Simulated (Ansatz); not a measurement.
The same path of a periodic cell of 17 atoms, InW8C8 (surface WC(001), adsorbate In) was run twice with different band settings. Lost on the way: C4–In17, W7–In17. Made: W3–In17, C8–In17.

Theory: DFT LDA, scalar-relativistic, plane waves, PAW in Ansatz 0.2.0. Settings: PAW set soft_1, cutoff 420 eV, k mesh 5x5x1, gaussian smearing 0.05 eV, no spin polarisation.

Relaxed end points:

```xyz
17
Lattice="5.7877 0.0000 0.0000 -2.8939 5.0123 0.0000 0.0000 0.0000 17.2448" Properties=species:S:1:pos:R:3
W 0.000 0.000 1.000
C 1.446 0.835 2.297
W -0.003 -0.003 3.837
C 1.434 0.827 4.967
W -1.447 2.506 1.000
C -0.001 3.341 2.290
W -1.454 2.501 3.803
C -0.003 3.338 4.883
W 2.894 0.000 1.000
C 4.340 0.835 2.297
W 2.891 0.001 3.803
C 4.347 0.827 4.967
W 1.447 2.506 1.000
C 2.893 3.341 2.297
W 1.447 2.501 3.803
C 2.891 3.349 4.967
In 2.891 1.668 6.609
```

```xyz
17
Lattice="5.7877 0.0000 0.0000 -2.8939 5.0123 0.0000 0.0000 0.0000 17.2448" Properties=species:S:1:pos:R:3
W 0.000 0.000 1.000
C 1.446 0.835 2.290
W -0.007 -0.005 3.803
C 1.444 0.832 4.883
W -1.447 2.506 1.000
C -0.001 3.341 2.297
W -1.450 2.503 3.837
C -0.013 3.333 4.967
W 2.894 0.000 1.000
C 4.340 0.835 2.297
W 2.894 -0.005 3.803
C 4.338 0.843 4.967
W 1.447 2.506 1.000
C 2.893 3.341 2.297
W 1.444 2.507 3.803
C 2.900 3.333 4.967
In 1.444 4.174 6.609
```

Common settings: climbing image yes; optimiser quadratic models (default); end points relaxed; atoms held 1, 5, 9, 13.

| run | movable images | spring | start path | force threshold | iteration limit |
| --- | --- | --- | --- | --- | --- |
| 1 | 5 | 1.0 eV/Å² | straight line | 0.03 eV/Å | 27 |
| 2 | 3 | 5.0 eV/Å² | default | 0.2 eV/Å | 38 |

Task: What does each run give, and how far can it be trusted?

Result: Run 1: converged after 12 iterations, highest image 0.308 eV above the first end. By the program's own check the climbing image is a first-order saddle point (lowest curvatures found: -0.50 and 1.54 eV/Å²).
Run 2: converged after 7 iterations, highest image 0.299 eV above the first end. The threshold of 0.2 eV/Å is loose, so the images may lie well off the minimum-energy path. The order of the stationary point at the top wasn't checked.
Limits of this set-up: coarse k mesh, thin slab, slab without dipole correction, odd electron count without spin, PAW files made for another functional.
